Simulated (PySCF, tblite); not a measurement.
**C6H13ClOSi: geometry, infrared bands and NMR shifts**

Aim: predict the infrared bands and NMR shifts of C6H13ClOSi (`CC[C@@H]1[C@H](C)CO[Si@H]1Cl`).

The runs use tblite 0.8.0 and PySCF 2.14.0, with density-fitted response routines of our own; the level of theory stands in each step. All values are computed, except where a source is named. Atoms are numbered from 0 throughout.

### Step 1. The molecule as given

22 atoms, charge 0, multiplicity 1; geometry from: force field or distance geometry start.

Bonds of the start (Å): C0–C1 1.54, C1–C2 1.53, C2–C3 1.58, C3–C4 1.54, C3–C5 1.56, C5–O6 1.44, O6–Si7 1.69, Si7–Cl8 2.04, Si7–C2 1.91, C0–H9 1.09, C0–H10 1.09, C0–H11 1.09, C1–H12 1.11, C1–H13 1.09, C2–H14 1.09, C3–H15 1.08, C4–H16 1.10, C4–H17 1.09, C4–H18 1.10, C5–H19 1.09, C5–H20 1.09, Si7–H21 1.48.

### Step 2. Geometry optimisation with GFN2-xTB

Job settings and geometry (Å):

```
{"job": {"kind": "relax", "xc": "GFN2-xTB", "basis": "xTB"}, "charge": 0, "multiplicity": 1}
C      2.623500     0.633800     0.743500
C      1.165900     0.979300     0.380800
C      0.443500    -0.188500    -0.283200
C     -0.950800     0.196800    -0.926800
C     -1.769000     1.208300    -0.106600
C     -1.740300    -1.142500    -1.067900
O     -1.585700    -1.930000     0.125700
Si    -0.069100    -1.668500     0.817800
Cl     1.082200    -3.303800     0.397400
H      3.109500     1.515700     1.167300
H      2.669100    -0.164800     1.486900
H      3.169800     0.320300    -0.141800
H      0.648100     1.296000     1.312900
H      1.190400     1.833500    -0.293500
H      1.057500    -0.580800    -1.090700
H     -0.791300     0.624600    -1.901100
H     -1.257100     2.181100    -0.070800
H     -1.954700     0.873800     0.912500
H     -2.740900     1.381200    -0.583900
H     -1.348500    -1.721500    -1.909100
H     -2.806200    -0.960500    -1.233200
H     -0.156200    -1.364100     2.263000
```

Command:

```console
$ OMP_NUM_THREADS=1 python probes_run.py task.json out
```

One launch serves the whole session: the jobs run in the order shown.

**Question.** This job is followed by: GFN2-xTB harmonic vibrations, gas phase; GIAO PBE0/pcSseg-1 NMR shielding, non-relativistic, gas phase. Predict these results of the whole session: strongest single infrared mode (GFN2-xTB); zero-point energy (GFN2-xTB); ¹³C shifts against TMS (PBE0/pcSseg-1); ¹H shifts against TMS (PBE0/pcSseg-1, means over atoms taken as alike); ¹⁷O shifts against H2O (PBE0/pcSseg-1); ²⁹Si shifts against TMS (PBE0/pcSseg-1); ³⁵Cl shifts against HCl (PBE0/pcSseg-1).

As calculated:

```
                                                              quantity                                                     value
                             strongest single infrared mode (GFN2-xTB)                                     2313 cm⁻¹, 219 km/mol
                                          zero-point energy (GFN2-xTB)                                            114.0 kcal/mol
                                ¹³C shifts against TMS (PBE0/pcSseg-1)                    78.0, 42.7, 42.4, 24.1, 19.2, 19.1 ppm
¹H shifts against TMS (PBE0/pcSseg-1, means over atoms taken as alike)  5.50, 4.43, 3.98, 2.04, 1.54, 1.49, 1.32, 1.12, 1.01 ppm
                                ¹⁷O shifts against H2O (PBE0/pcSseg-1)                                                  62.0 ppm
                               ²⁹Si shifts against TMS (PBE0/pcSseg-1)                                                  19.1 ppm
                               ³⁵Cl shifts against HCl (PBE0/pcSseg-1)                                                    43 ppm
```

Over 74 steps the energy fell by 0.207 eV; of the close pairs, O6–Si7 changed most, 1.687 to 1.631 Å. All 60 modes are real, so the xTB geometry is a minimum. The strongest single mode, at 2313 cm⁻¹, moves mainly H21. GFN2-xTB is a fitted tight-binding method: band positions and strengths are rough. Its intensities can rank the bands wrongly. C5 (sp3 CH2 bonded to O) lies farthest downfield among carbon, at 78.0 ppm; deshielded by the electronegative neighbour. At PBE0/pcSseg-1: Shielding is most anisotropic at Cl8 (span 217 ppm, paramagnetic term -243 ppm).
